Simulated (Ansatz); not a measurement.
Crystal: Ga3Te3As.

```
Te As Ga
1.0
     6.96064   -2.08603    0.00000
     6.96064    2.08603    0.00000
    -1.13940    0.00000    7.21872
Te As Ga
3 1 3
Direct
  0.80474 0.80474 0.96634
  0.57390 0.57390 0.19191
  0.30910 0.30910 0.41856
  0.06652 0.06652 0.68573
  0.49686 0.49686 0.51693
  0.25088 0.25088 0.73711
  0.99801 0.99801 0.98342
```

The cell comes from a database or a generator and needn't be the stable form of this composition.

Base run:

| Quantity | Value |
| --- | --- |
| Program | Ansatz 0.2.0 |
| Functional | LDA |
| Potentials or basis | all-electron LAPW, scalar-relativistic |
| Cutoff | 274 eV (chosen from the basis error) |
| Basis error allowed | 0.002 eV/atom |
| k mesh | 7 × 7 × 4 |
| Occupations | fermi-dirac, width 0.05 eV |
| Spin | no spin polarisation |

Its results: pressure -3.8 GPa; largest force 0.282 eV/Å.

Task: The run is repeated on the same cell with these changes: functional from LDA to PBEsol. What comes out?

Result: Pressure -2.4 GPa; largest force 0.170 eV/Å.

PBEsol binds less tightly than LDA, so the same cell stands under more pressure.
